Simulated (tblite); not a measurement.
# FH8NOSi3: the cost of one run

Computed with tblite 0.8.0 and PySCF 2.14.0; each step states its level. No surroundings beyond the atoms listed, unless a continuum is named. Atoms count from 0, parts from 1.

### Step 1. Starting point

14 atoms, charge 0, multiplicity 1; geometry: distance geometry start.

### Step 2. Relaxing the cluster with GFN2-xTB

The job: settings as JSON, then the geometry in Å.

```
{"job": {"kind": "relax", "xc": "GFN2-xTB", "basis": "xTB"}, "charge": 0, "multiplicity": 1}
Si    -1.086754    -0.020424     0.922360
O      0.649945    -0.094164     1.317110
Si     1.825313     1.091161     0.776371
N     -1.301530     0.487637    -0.788438
Si    -0.886365    -0.711534    -2.073866
F     -1.868528     1.025890     1.976566
H     -1.652472    -1.346442     1.121483
H      2.859193     1.221406     1.746729
H      2.385486     0.740030    -0.462327
H      1.201961     2.376345     0.660887
H     -1.085291     1.463601    -0.987213
H     -1.963350    -0.899564    -2.931436
H      0.256749    -0.269751    -2.776350
H     -0.573724    -1.982630    -1.446178
```

Method: GFN2-xTB geometry optimisation, gas phase.

Command:

```bash
$ OMP_NUM_THREADS=1 python cluster_run.py task.json out
```

One launch serves the whole session: the jobs run in the order shown.

**Question.** How long does this first job take on 1 thread of Arm Neoverse V1, shared host?

About 3.8 s.
